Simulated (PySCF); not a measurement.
# CuH3: structure of the triplet

Aim: relax CuH3 as a triplet from a trigonal planar start, check by its vibrations whether the end is a minimum, and collect its spectrum and constants.

Method: PBE0, basis Cu def2-TZVP, H def2-TZVP, no relativity, density fitting; program: PySCF 2.14.0.

### 1 The starting structure

4 atoms, charge 0, spin multiplicity 3.

Bond lengths: Cu1–H2 1.440 Å, Cu1–H3 1.440 Å, Cu1–H4 1.440 Å. Angles: H2–Cu1–H3 120.0°, H2–Cu1–H4 120.0°, H3–Cu1–H4 120.0°.

Coordinates in bohr (charge 0 multiplicity 3):
```
Cu    0.0000    0.0000    0.0000
H     2.7212    0.0000    0.0000
H    -1.3606    2.3567    0.0000
H    -1.3606   -2.3567    0.0000
```

### 2 Finding the electronic state

One driver script runs all steps and calls PySCF; scf.py shows how it sets up the SCF of each step. The optimiser is the driver's own. After this first run the driver tries any further starts and a stability analysis.

scf.py

```python
from pyscf import gto, scf, dft
mol = gto.M(atom='''
Cu     0.000000     0.000000     0.000000
H      1.440000     0.000000     0.000000
H     -0.720000     1.247100     0.000000
H     -0.720000    -1.247100     0.000000''',
    basis={'Cu': 'def2-TZVP', 'H': 'def2-TZVP'},
    charge=0, spin=2)
mf = dft.UKS(mol, xc='PBE0')
mf.grids.atom_grid = (50, 194)
aux = {'Cu': 'def2-universal-JKFIT', 'H': 'def2-universal-JKFIT'}
mf = mf.density_fit(auxbasis=aux)
mf.conv_tol = 1e-08
mf.diis_space = 10
mf.max_cycle = 60
mf.init_guess = 'minao'
mf.verbose = 4
mf.kernel()
```

Started as:

```
OMP_NUM_THREADS=2 python axn.py task.json out
```

What it wrote:

```text
init E= -1641.53250559191
[... the frontier-level lines of each cycle are left out ...]
cycle= 1 E= -1639.76357668767  delta_E= 1.77  |g|=  3.4  |ddm|= 1.49
cycle= 2 E= -1635.99812236082  delta_E= 3.77  |g|= 5.88  |ddm|= 3.29
cycle= 3 E= -1641.60723984703  delta_E= -5.61  |g|= 1.18  |ddm|= 2.05
cycle= 4 E= -1641.90344036694  delta_E= -0.296  |g|= 0.12  |ddm|= 0.753
cycle= 5 E= -1641.90717610497  delta_E= -0.00374  |g|= 0.0265  |ddm|= 0.0817
cycle= 6 E= -1641.90732699109  delta_E= -0.000151  |g|= 0.00262  |ddm|= 0.0179
cycle= 7 E= -1641.90732933972  delta_E= -2.35e-06  |g|= 0.00212  |ddm|= 0.00357
cycle= 8 E= -1641.90733015513  delta_E= -8.15e-07  |g|= 0.00052  |ddm|= 0.00083
cycle= 9 E= -1641.9073302154  delta_E= -6.03e-08  |g|= 1.4e-05  |ddm|= 0.000304
cycle= 10 E= -1641.90733021564  delta_E= -2.41e-10  |g|= 1.83e-05  |ddm|= 3.37e-05
Extra cycle  E= -1641.90733021513  delta_E= 5.08e-10  |g|= 5.94e-05  |ddm|= 2.34e-05
converged SCF energy = -1641.90733021513  <S^2> = 2.0086976  2S+1 = 3.0057928
```

This step, with its further starts and checks, took 5.3 s on 2 threads of Arm Neoverse V1, shared host.

Energies from each starting density:

```
                      start   energy (Eh)
    the minimal-basis guess  -1641.907330
a thermally smeared density  -1641.907330
      a smeared PBE density  -1641.907330
```

The test of internal stability and the other starts found no lower solution of this spin.

### 3 Relaxing the triplet from the trigonal planar start

The program finds D3h symmetry in the start, which this walk keeps. The walk stops when the largest gradient is under 0.0003 Eh/bohr and the energy has settled too.

scf.py, as its differences from that of step 2:

```diff
@@ -3,4 +3,4 @@
-Cu     0.000000     0.000000     0.000000
-H      1.440000     0.000000     0.000000
-H     -0.720000     1.247100     0.000000
-H     -0.720000    -1.247100     0.000000''',
+Cu     0.000000    -0.000000     0.000000
+H      1.440014    -0.000012    -0.000000
+H     -0.719997     1.247094    -0.000000
+H     -0.720017    -1.247082     0.000000''',
@@ -16 +15,0 @@
-mf.init_guess = 'minao'
```

The optimiser's trace:

```
step   energy (Eh)  change (kJ/mol)  largest symmetric gradient (Eh/bohr)
   0  -1641.907330             0.00                               0.03041
   1  -1641.913109           -15.17                               0.01742
   2  -1641.916430           -23.89                               0.00421
   3  -1641.916675           -24.53                               0.00073
   4  -1641.916683           -24.55                               0.00004
```

The walk took 4.3 s.

Geometry (Å) and forces (eV/Å) at some steps:

```
step 0
Cu   0.000   0.000   0.000   0.002   0.000   0.000
H    1.440   0.000   0.000   1.564   0.000   0.000
H   -0.720   1.247   0.000  -0.783   1.353   0.000
H   -0.720  -1.247   0.000  -0.783  -1.353   0.000
step 1
Cu   0.000   0.000   0.000   0.002   0.000   0.000
H    1.483   0.000   0.000   0.896   0.000   0.000
H   -0.742   1.284   0.000  -0.449   0.775   0.000
H   -0.742  -1.284   0.000  -0.449  -0.775   0.000
step 2
Cu   0.000   0.000   0.000   0.001   0.000   0.000
H    1.539   0.000   0.000   0.216   0.000   0.000
H   -0.769   1.333   0.000  -0.109   0.187   0.000
H   -0.769  -1.333   0.000  -0.109  -0.187   0.000
step 3
Cu   0.000   0.000   0.000   0.001   0.000   0.000
H    1.556   0.000   0.000   0.038   0.000   0.000
H   -0.778   1.348   0.000  -0.019   0.032   0.000
H   -0.778  -1.348   0.000  -0.019  -0.032   0.000
step 4
Cu   0.000   0.000   0.000   0.001   0.000   0.000
H    1.560   0.000   0.000   0.002   0.000   0.000
H   -0.780   1.351   0.000  -0.002   0.001   0.000
H   -0.780  -1.351   0.000  -0.002  -0.001   0.000
```

After 4 steps and 24.6 kJ/mol it ends at D3h: Cu–H 1.560 Å (×3); H–Cu–H 120.0° (×3).

### 4 Hessian and properties

The point is checked on the finer grid, and tightened if its gradient asks for it. The Hessian and the dipole derivatives come from central differences of analytic gradients, with steps of 0.02 bohr.

scf.py, as its differences from that of step 3:

```diff
@@ -3,4 +3,4 @@
-Cu     0.000000    -0.000000     0.000000
-H      1.440014    -0.000012    -0.000000
-H     -0.719997     1.247094    -0.000000
-H     -0.720017    -1.247082     0.000000''',
+Cu    -0.000000     0.000000    -0.000000
+H      1.560215    -0.000013     0.000000
+H     -0.780097     1.351192    -0.000000
+H     -0.780119    -1.351180     0.000000''',
@@ -10 +10 @@
-mf.grids.atom_grid = (50, 194)
+mf.grids.atom_grid = (75, 302)
@@ -13 +13 @@
-mf.conv_tol = 1e-08
+mf.conv_tol = 1e-10
```

This SCF starts from the last density.

Log of the central SCF (cycles and frontier levels):

```text
init E= -1641.91659921925
[... the frontier-level lines of each cycle are left out ...]
cycle= 1 E= -1641.91659921926  delta_E= -6.82e-12  |g|= 4.37e-06  |ddm|= 1.79e-06
Extra cycle  E= -1641.91659921921  delta_E= 4.98e-11  |g|= 1.61e-05  |ddm|= 5.61e-06
converged SCF energy = -1641.91659921921  <S^2> = 2.0129558  2S+1 = 3.0086248
```

The whole step took 11 s.

Geometry: D3h; Cu–H 1.560 Å (×3); H–Cu–H 120.0° (×3).

Harmonic modes (main isotopes):

```json
{"symmetry": "a2''", "ω (cm⁻¹)": "288i", "IR (km/mol)": "87.4", "μ (u)": "1.06"}
{"symmetry": "e'", "ω (cm⁻¹)": "658", "IR (km/mol)": "193", "μ (u)": "1.03"}
{"symmetry": "e'", "ω (cm⁻¹)": "1451", "IR (km/mol)": "177", "μ (u)": "1.03"}
{"symmetry": "a1'", "ω (cm⁻¹)": "1598", "IR (km/mol)": "0.0", "μ (u)": "1.01"}
```

1 mode is imaginary, the largest at 288i cm⁻¹: a saddle point, not a minimum.

Properties at this point:

* Dipole moment: 0.00 D
* Highest occupied level: -8.06 eV
* Lowest empty level: -4.08 eV
* Rotational constants: 4.581, 4.581, 2.29 cm⁻¹
* Zero-point energy (real modes): 34.8 kJ/mol
* Principal polarisabilities: 21.2, 51.3, 51.3 bohr³
* Atomisation energy without zero-point energy: 444 kJ/mol
* Principal traceless quadrupole moments about the centre of mass: -0.68, -0.68, 1.36 D Å
* Spin squared ⟨S²⟩: 2.013

Populations by atom (charges in e):

```json
{"atom": "Cu1", "Mulliken": "0.01", "Löwdin": "0.10", "polar tensor": "0.20", "spin (Mulliken)": "0.46", "Mayer order to Cu1": "–"}
{"atom": "H2,3,4", "Mulliken": "0.00", "Löwdin": "-0.03", "polar tensor": "-0.07", "spin (Mulliken)": "0.51", "Mayer order to Cu1": "0.70"}
```

Outer orbital energies (eV). α occupied: -12.07, -11.98, -11.98, -10.37, -10.37, -9.55, -8.06, -8.06; empty: 1.51, 1.65, 2.59, 2.76. β occupied: -79.01, -78.87, -10.55, -10.23, -10.23, -9.99, -9.99, -8.59; empty: -4.08, -4.08, 1.78, 1.78.

Mulliken populations on Cu1: s 7.05, p 12.39, d 9.55, f 0.00.

### 5 Leaving the saddle point

The start is the last point, displaced along its most imaginary mode.

The program finds C3v symmetry in the start, which this walk keeps. Threshold on the gradient: 0.0003 Eh/bohr, with a further test on the energy change.

scf.py, as its differences from that of step 4:

```diff
@@ -3,4 +3,4 @@
-Cu    -0.000000     0.000000    -0.000000
-H      1.560215    -0.000013     0.000000
-H     -0.780097     1.351192    -0.000000
-H     -0.780119    -1.351180     0.000000''',
+Cu    -0.000000     0.000000     0.005765
+H      1.560215    -0.000013    -0.120000
+H     -0.780097     1.351192    -0.120000
+H     -0.780119    -1.351180    -0.120000''',
@@ -10 +10 @@
-mf.grids.atom_grid = (75, 302)
+mf.grids.atom_grid = (50, 194)
@@ -13 +13 @@
-mf.conv_tol = 1e-10
+mf.conv_tol = 1e-08
```

Steps of the walk:

```
step   energy (Eh)  change (kJ/mol)  largest symmetric gradient (Eh/bohr)
   0  -1641.916888             0.00                               0.00147
   1  -1641.917352            -1.22                               0.00195
   2  -1641.917493            -1.59                               0.00401
   3  -1641.917578            -1.81                               0.00274
   4  -1641.917657            -2.02                               0.00190
   5  -1641.917785            -2.36                               0.00040
   6  -1641.917790            -2.37                               0.00001
```

The walk took 7.6 s.

Positions (Å) and forces (eV/Å) along the way:

```
step 0
Cu   0.000   0.000   0.006   0.000   0.000   0.075
H    1.560   0.000  -0.120  -0.053   0.000  -0.026
H   -0.780   1.351  -0.120   0.027  -0.046  -0.025
H   -0.780  -1.351  -0.120   0.027   0.046  -0.025
step 1
Cu   0.000   0.000   0.100  -0.002   0.000   0.061
H    1.548   0.000  -0.151  -0.101   0.000  -0.020
H   -0.774   1.341  -0.151   0.051  -0.086  -0.020
H   -0.774  -1.341  -0.151   0.051   0.086  -0.020
step 3
Cu   0.000   0.000   0.161  -0.002   0.000  -0.026
H    1.537   0.000  -0.172  -0.140   0.000   0.010
H   -0.768   1.331  -0.172   0.071  -0.122   0.008
H   -0.768  -1.331  -0.172   0.071   0.122   0.008
step 6
Cu   0.000   0.000   0.208  -0.002   0.000   0.001
H    1.505   0.000  -0.187   0.002   0.000   0.001
H   -0.753   1.303  -0.187   0.000   0.001  -0.001
H   -0.753  -1.303  -0.187   0.000  -0.001  -0.001
```

After 6 steps and 2.4 kJ/mol it ends at C3v: Cu–H 1.556 Å (×3); H–Cu–H 113.8° (×3).

### 6 Frequencies

As before: finer grid, then central differences.

scf.py, as its differences from that of step 5:

```diff
@@ -3,4 +3,4 @@
-Cu    -0.000000     0.000000     0.005765
-H      1.560215    -0.000013    -0.120000
-H     -0.780097     1.351192    -0.120000
-H     -0.780119    -1.351180    -0.120000''',
+Cu    -0.000000     0.000000     0.018106
+H      1.505112    -0.000012    -0.376858
+H     -0.752545     1.303471    -0.376858
+H     -0.752567    -1.303459    -0.376858''',
@@ -10 +10 @@
-mf.grids.atom_grid = (50, 194)
+mf.grids.atom_grid = (75, 302)
@@ -13 +13 @@
-mf.conv_tol = 1e-08
+mf.conv_tol = 1e-10
```

Log of the central SCF (cycles and frontier levels):

```text
init E= -1641.91771666247
[... the frontier-level lines of each cycle are left out ...]
cycle= 1 E= -1641.91771666211  delta_E= 3.55e-10  |g|= 4.76e-05  |ddm|= 1.66e-05
cycle= 2 E= -1641.9177166575  delta_E= 4.61e-09  |g|= 0.000172  |ddm|= 5.96e-05
cycle= 3 E= -1641.9177166625  delta_E= -4.99e-09  |g|= 2.35e-07  |ddm|= 4.67e-05
cycle= 4 E= -1641.91771666249  delta_E= 4.09e-12  |g|= 1.77e-07  |ddm|= 1.75e-07
Extra cycle  E= -1641.91771666249  delta_E= 1.36e-12  |g|= 5.07e-07  |ddm|= 2.22e-07
converged SCF energy = -1641.91771666249  <S^2> = 2.0116925  2S+1 = 3.0077849
```

The whole step took 14 s on 2 threads of Arm Neoverse V1, shared host.

Geometry: C3v; Cu–H 1.556 Å (×3); H–Cu–H 113.8° (×3).

Harmonic modes (main isotopes):

```json
{"symmetry": "a1", "ω (cm⁻¹)": "342", "IR (km/mol)": "94.4"}
{"symmetry": "e", "ω (cm⁻¹)": "620", "IR (km/mol)": "106"}
{"symmetry": "e", "ω (cm⁻¹)": "1492", "IR (km/mol)": "125"}
{"symmetry": "a1", "ω (cm⁻¹)": "1610", "IR (km/mol)": "1.0"}
```

All wavenumbers are real: a minimum.

Properties at this point:

| Property | Result |
| --- | --- |
| Dipole moment | 1.00 D |
| Highest occupied level | -7.80 eV |
| Lowest empty level | -3.84 eV |
| Rotational constants | 4.351, 4.351, 2.461 cm⁻¹ |
| Zero-point energy | 36.9 kJ/mol |
| Principal polarisabilities | 23.8, 47.2, 47.2 bohr³ |
| Atomisation energy without zero-point energy | 447 kJ/mol |
| Principal traceless quadrupole moments about the centre of mass | -0.81, -0.81, 1.63 D Å |
| Entropy at 298.15 K and 1 bar (electronic part: spin only) | 237.5 J/(mol K) |
| Heat capacity Cp at 298.15 K | 49.1 J/(mol K) |
| Enthalpy at 298.15 K above 0 K | 11.71 kJ/mol |
| Rotational symmetry number | 3 |
| Spin squared ⟨S²⟩ | 2.012 |

Populations by atom (charges in e):

```tsv
atom	Mulliken	Löwdin	polar tensor	spin (Mulliken)	Mayer order to Cu1
Cu1	0.08	0.11	0.21	0.49	–
H2,3,4	-0.03	-0.04	-0.07	0.50	0.71
```

Mulliken populations on Cu1: s 6.97, p 12.41, d 9.54, f 0.00.

### 7 All stationary points

| spin | group | bonds | imaginary modes (cm⁻¹) | ΔE (kJ/mol) | with zero-point energy |
| --- | --- | --- | --- | --- | --- |
| triplet | C3v | Cu–H 1.556 Å (×3) | none | 0.0 | 0.0 |
| triplet | D3h | Cu–H 1.560 Å (×3) | 288i | 2.9 | – |

### 8 Fields at the lowest minimum

The plane holds Cu1 at (0.00, 0.00), H2 at (1.56, 0.00), H3 at (-0.63, 1.42) Å. Columns run from x = -2.55 to 3.75 Å, rows from y = 3.75 (top) to -1.95 Å, in steps of 0.3 Å.

Density (cut at 5 e/Å³):

Ten steps from '0' (0.000 e/Å³) to '9' (5.000 e/Å³), finer at the low end (step k begins (100^(k/10) - 1)/99 of the way up):
```
0000000000000000000000
0000000000000000000000
0000000000000000000000
0000000000000000000000
0000000000000000000000
0000112211000000000000
0000133332100000000000
0001246643110000000000
0001357753211100000000
0001246654322111000000
0001235666533332100000
0001235899854543210000
0001236999965674210000
0001136999965674210000
0001135899854543210000
0000123566533332100000
0000122333222111000000
0000112222111100000000
0000011111000000000000
0000000000000000000000
```

ELF (0 where the density is under 0.005 e/Å³):

Ten even steps from '0' (0.00) to '9' (1.00):
```
0000000000000000000000
0000000000000000000000
0000000000000000000000
0000089980000000000000
0008999999500000000000
0079999999720000000000
0099999999620000000000
0099999999521011000000
0599999997321256600000
0378999952113689980000
0135764222114999998000
0112211367415999999000
0011102622626999999000
0011102622626999999000
0012211476315999999000
0022321122114999998000
0023443111013799990000
0034565421112467700000
0005666532111123000000
0000565432110000000000
```

Highest occupied orbital at -7.80 eV (sign arbitrary; one member if degenerate):

Ten even steps from '0' (-1.66 Å^-3/2) to '9' (0.89 Å^-3/2):
```
6666666666666666666666
6666666666666666666666
6666666666666666666666
6666666666666666666666
6666666666666666666666
6666677776666666666666
6666777777666666666666
6666778877766666666666
6666778877766666666666
6666777777776666666666
6666677666776666666666
6666666546776666666666
6666666508766666666666
6666666791566666666666
6666666664456666666666
6666666655556666666666
6666665555556666666666
6666665555566666666666
6666666656666666666666
6666666666666666666666
```

Along Cu1–H2 (1.556 Å) the density is least, 0.73 e/Å³, about 1.01 Å from Cu1; ELF there is 0.54.

Values on the line from Cu1 (at 0) through H2 (at 1.556 Å):

```
distance (Å)  density (e/Å³)    ELF  electrostatic potential (V)  spin density (e/Å³)
       -0.54            5.41  0.573                         56.2                0.341
       -0.39              20  0.759                          145                0.644
       -0.23            51.1  0.339                          503                 1.45
       -0.08             965  0.731                     3.16e+03                 3.92
        0.16             137  0.358                     1.08e+03                 3.79
        0.31              34  0.692                          261                 2.81
        0.47            10.4   0.68                         87.4                0.653
        0.62            2.93  0.399                         37.9                0.049
        0.78            1.13  0.219                         19.9              -0.0362
        0.93           0.755  0.334                         13.1               0.0125
        1.09           0.775  0.792                         13.2                0.119
        1.24            1.02  0.986                         23.1                0.289
        1.40            1.53  0.999                         65.5                0.568
        1.63             1.8      1                          157                0.791
        1.79           0.932      1                         35.8                 0.44
        1.95           0.477      1                         14.1                0.244
        2.10           0.251  0.999                          6.4                0.137
        2.26           0.134  0.999                         3.07               0.0771
        2.41          0.0737  0.999                          1.5               0.0435
```

Making the fields took 0.5 s.

### 9 Outcome

| quantity | value |
| --- | --- |
| minimum | triplet, C3v |
| geometry | Cu–H 1.556 Å (×3); H–Cu–H 113.8° (×3) |
| wavenumbers (cm⁻¹) | 342 (a1), 620 (e), 1492 (e), 1610 (a1) |
| dipole moment | 1.00 D |
| highest occupied, lowest empty level (either spin) | -7.80, -3.84 eV |
| polar-tensor charge of Cu1 | +0.21 e |
| zero-point energy | 36.9 kJ/mol |
| entropy at 298.15 K | 237.5 J/(mol K) |
| atomisation energy (no zero-point energy) | 447 kJ/mol |
| ⟨S²⟩ | 2.012 |

The trigonal planar start (D3h) ends in a minimum of C3v symmetry, after a stop at a saddle point 2.9 kJ/mol higher, from which it was pushed off along an imaginary mode. In the infrared the band at 1492 cm⁻¹ (e, stretch) leads. Only this shape and spin were tried, so other structures or states may lie lower. One determinant may miss the lowest occupation of an open d or f shell.

The search up to here took 42 s.
